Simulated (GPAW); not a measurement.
Crystal: NiMoIrPdW.

```
CELL_PARAMETERS angstrom
4.11705 0.00000 0.00000
-2.05853 3.56547 0.00000
0.00000 0.00000 5.44580
ATOMIC_POSITIONS crystal
Ni 0.00000 0.00000 0.95775
Mo 0.66667 0.33333 0.96161
Pd 0.66667 0.33333 0.46295
Ir 0.33333 0.66667 0.72572
W 0.33333 0.66667 0.23642
```

The cell was built by a generator and needn't be a form met in nature.

Base run:

| Item | Value |
| --- | --- |
| Program | GPAW 26.7.0 |
| Functional | AM05 |
| Potentials or basis | PAW data sets generated in the run's folder for this functional |
| Cutoff | 600 eV |
| Basis | pw |
| k mesh | 5 × 5 × 4 |
| Occupations | fermi-dirac, width 0.05 eV |
| Spin | collinear spin, ferromagnetic start |
| Starting moments | [1.0, 1.0, 0.0, 0.6, 0.0] μB |

Its results: pressure -8.9 GPa; net moment 0.00 μB per cell; largest force 0.140 eV/Å.

Task: The run is repeated on the same cell with these changes: functional from AM05 to PW91. What comes out?

Result: Pressure 0.0 GPa; net moment 0.00 μB per cell; largest force 0.200 eV/Å.

PW91 binds less tightly than AM05, so the same cell stands under more pressure.

Caveats: the stock nickel data set gives pressures a few GPa off other programs.

Not every run made on this cell is shown here.
